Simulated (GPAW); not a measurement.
Crystal: Ta3N.

```xyz
4
Lattice="3.0322 0.0000 0.0000 -1.5161 2.6260 0.0000 0.0000 0.0000 7.5241" Properties=species:S:1:pos:R:3 pbc="T T T"
Ta    1.5161    0.8753    6.2155
Ta    0.0000    1.7507    1.3087
Ta    0.0000    0.0000    3.7621
N     0.0000    0.0000    0.0000
```

The cell comes from a database or a generator and needn't be the stable form of this composition.

Base run:

```yaml
Program: GPAW 26.7.0
Functional: LDA
Potentials_or_basis: the program's PAW data sets (release 1.2.1) made for this functional
Cutoff: 800 eV
Basis: pw
k_mesh: 7 × 7 × 3
Occupations: fermi-dirac, width 0.05 eV
Spin: no spin polarisation
```

Its results: pressure -14.0 GPa; largest force 0.739 eV/Å.

Question: The run is repeated on the same cell with these changes: functional from LDA to revPBE. What comes out?

Answer: Pressure 2.4 GPa; largest force 0.129 eV/Å.

revPBE binds less tightly than LDA, so the same cell stands under more pressure.
